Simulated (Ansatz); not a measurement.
# C₂H₆N₂Si: up Jacob's ladder to CCSD(T)

Aim: compute C₂H₆N₂Si with functionals from several rungs and with coupled cluster, and see how far each lands from CCSD(T) at the basis-set limit for the atomisation energy.

Program: Ansatz 0.2.0, Gaussian basis. Level of theory: functionals in def2-TZVPP, the program's frozen cores in correlated methods. These are calculated values, not measurements.

The runs, in order: PBE-D4, r2SCAN-D4, PBE0-D4, B3LYP-D4, ωB97X-V, ωB97M-V, B2PLYP; CCSD(T)/def2-TZVPP; MP2/def2-QZVPP; extrapolation to the limit.

## 1. The geometry

All runs share one geometry, relaxed beforehand with PBE0-D4 in a triple-zeta def2 set.

11 atoms, charge 0, spin multiplicity 1.

Atoms are counted from 1 here; the program's logs count them from 0.

Bond lengths: N1–C2 1.417 Å, N1–H6 1.012 Å, N1–H7 1.013 Å, C2–N3 1.503 Å, C2–C4 1.447 Å, C2–H8 1.086 Å, N3–C4 1.266 Å, C4–Si5 1.863 Å, Si5–H9 1.484 Å, Si5–H10 1.482 Å, Si5–H11 1.483 Å. Angles: C2–N1–H6 111.7°, C2–N1–H7 111.5°, H6–N1–H7 108.3°, N1–C2–N3 121.2°, N1–C2–C4 121.8°, N1–C2–H8 113.2°, N3–C2–C4 50.8°, N3–C2–H8 116.0°, C4–C2–H8 120.0°, C2–N3–C4 62.3°, C2–C4–N3 66.9°, C2–C4–Si5 152.4°, N3–C4–Si5 140.6°, C4–Si5–H9 108.1°, C4–Si5–H10 109.6°, C4–Si5–H11 108.0°, H9–Si5–H10 110.7°, H9–Si5–H11 109.5° and more.

## 2. PBE-D4 (GGA)

The input, in.yaml:

```yaml
crystal:
  periodic: [false, false, false]
  atoms:
    - {symbol: N, position_ang: [0.253883, -0.511440, 2.006948]}
    - {symbol: C, position_ang: [0.693597, -0.807588, 0.692502]}
    - {symbol: N, position_ang: [1.529275, 0.169182, -0.087085]}
    - {symbol: C, position_ang: [0.322684, 0.014833, -0.439274]}
    - {symbol: Si, position_ang: [-0.919878, 0.688432, -1.653409]}
    - {symbol: H, position_ang: [0.050209, 0.473012, 2.120144]}
    - {symbol: H, position_ang: [0.945592, -0.774931, 2.697961]}
    - {symbol: H, position_ang: [0.928750, -1.858137, 0.546953]}
    - {symbol: H, position_ang: [-2.030851, 1.301316, -0.884231]}
    - {symbol: H, position_ang: [-0.268276, 1.694761, -2.525402]}
    - {symbol: H, position_ang: [-1.439588, -0.446541, -2.454606]}
basis:
  gaussian: {orbitals: def2-TZVPP}
hamiltonian: {xc: pbe, dispersion: d4}
output: {forces: true, orbitals: {seedname: orbitals}}
```

The run is started by

```console
ansatz run in.yaml --threads 4 --pin off --events-out ev --progress --plain --max-ram 10444MiB
```

The runs that follow: r2SCAN-D4 (meta-GGA); PBE0-D4 (hybrid); B3LYP-D4 (hybrid); ωB97X-V (range-separated); ωB97M-V (range-separated); B2PLYP (double hybrid); CCSD(T) in def2-TZVPP; MP2 in def2-QZVPP.

Before running them: what should the planned runs give, taken together? Wanted: atomisation energy, CCSD(T)/CBS; farthest; mean size of error, hybrid; mean size of error, range-separated; gap, smallest and largest; T1 diagnostic; triples share of the correlation energy.

**Answer**, as computed:

| quantity | value |
| --- | --- |
| atomisation energy, CCSD(T)/CBS | 41.364 eV |
| functionals within 0.207 eV (0.5 %) | r2SCAN-D4 |
| farthest | PBE-D4 (+1.420 eV) |
| mean size of error, hybrid | 0.277 eV |
| mean size of error, range-separated | 0.350 eV |
| gap, smallest and largest | 3.06 eV (PBE-D4), 10.09 eV (ωB97X-V) |
| T1 diagnostic | 0.0120 |
| triples share of the correlation energy | 4.4 % |

PBE-D4 misses by +1.420 eV. Double hybrids carry the basis error of their MP2 part in triple zeta, and no dispersion term here, so their miss is partly the set-up's. The reference freezes the cores and leaves out relativity and excitations past (T), so misses under about 0.207 eV can't be ranked. Hartree-Fock recovers 67 % of the binding; the rest is correlation. The gap grows from 3.1 to 10.1 eV across the functionals, mostly with the share of exact exchange. The restricted reference is unstable towards a spin-broken one.
